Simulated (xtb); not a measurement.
# GFN1-xTB (hess scc accuracy 0.1) run of C2H2ClFSi (SMILES FC1=C(Cl)[SiH2]1)

We compute an optimisation with harmonic vibrations of C2H2ClFSi. 

Program for the calculation: xtb 6.7.1.

5 further runs of the same task are left out: 5 set aside as unsound or not needed.

### 1 The structure to begin with

The species is C2H2ClFSi (7 atoms), meant as a singlet with charge 0. SMILES: `FC1=C(Cl)[SiH2]1`. At this shape a bond of the SMILES string is far longer than usual. The run starts from this shape.

Bond lengths: F1–C2 1.339 Å, C2–C3 1.335 Å, C3–Cl4 1.709 Å, C2–Si5 1.871 Å, C3–Si5 1.888 Å, Si5–H6 1.454 Å. Angles: F1–C2–C3 136.4°, F1–C2–Si5 153.7°, C3–C2–Si5 69.9°, C2–C3–Cl4 137.0°, C2–C3–Si5 68.5°, Cl4–C3–Si5 154.5°, C2–Si5–C3 41.6°, C2–Si5–H6 120.5°, C3–Si5–H6 120.5°.

### 2 An optimisation with harmonic vibrations at GFN1-xTB (hess scc accuracy 0.1)

input.inp

```
$chrg 0
$spin 0
$hess
   sccacc=0.1
$end
```

coord

```
$coord angs
     0.2351620    -1.7775390     2.5964330  F
    -0.4092380    -1.0112990     1.7078630  C
    -1.4093480    -1.1730190     0.8384330  C
    -2.4463980    -2.4406290     0.3486030  Cl
    -0.7368780     0.5912710     0.8000630  Si
    -1.4617780     1.6716010     1.4495330  H
     1.0198000     1.4613400    -1.3466300  H
$end
```

Command:

```console
$ xtb coord --ohess vtight --gfn 1 --cycles 50 --input input.inp -P 1 > run.log 2> xtb.err
```

Q: Predict the results. Wanted: total energy at the end; dipole moment; HOMO energy; LUMO energy; HOMO–LUMO gap; dispersion energy; lowest harmonic wavenumber; highest harmonic wavenumber; zero-point energy.

Answer, from the run:

Level: GFN1-xTB (hess scc accuracy 0.1).

```
                   quantity         value
    total energy at the end  -16.47032 Eh
              dipole moment        3.71 D
                HOMO energy     -11.62 eV
                LUMO energy      -7.53 eV
              HOMO–LUMO gap       4.09 eV
          dispersion energy  -6.48 kJ/mol
 lowest harmonic wavenumber      173 cm⁻¹
highest harmonic wavenumber     2221 cm⁻¹
          zero-point energy   76.7 kJ/mol
```

**Reading.** At the final geometry: Bond lengths: F1–C2 1.333 Å, C2–C3 1.376 Å, C3–Cl4 1.714 Å, C2–Si5 1.839 Å, C3–Si5 1.855 Å, Si5–H6 1.449 Å, Si5–H7 1.449 Å. Some angles: F1–C2–C3 129.1°, F1–C2–Si5 162.1°, C3–C2–Si5 68.7°, C2–C3–Cl4 131.2°, C2–C3–Si5 67.5°, Cl4–C3–Si5 161.2°, C2–Si5–C3 43.7°, C2–Si5–H6 121.1°, C2–Si5–H7 121.1°, C3–Si5–H6 121.2°. All 15 modes are real, so the shape is a minimum at this level.
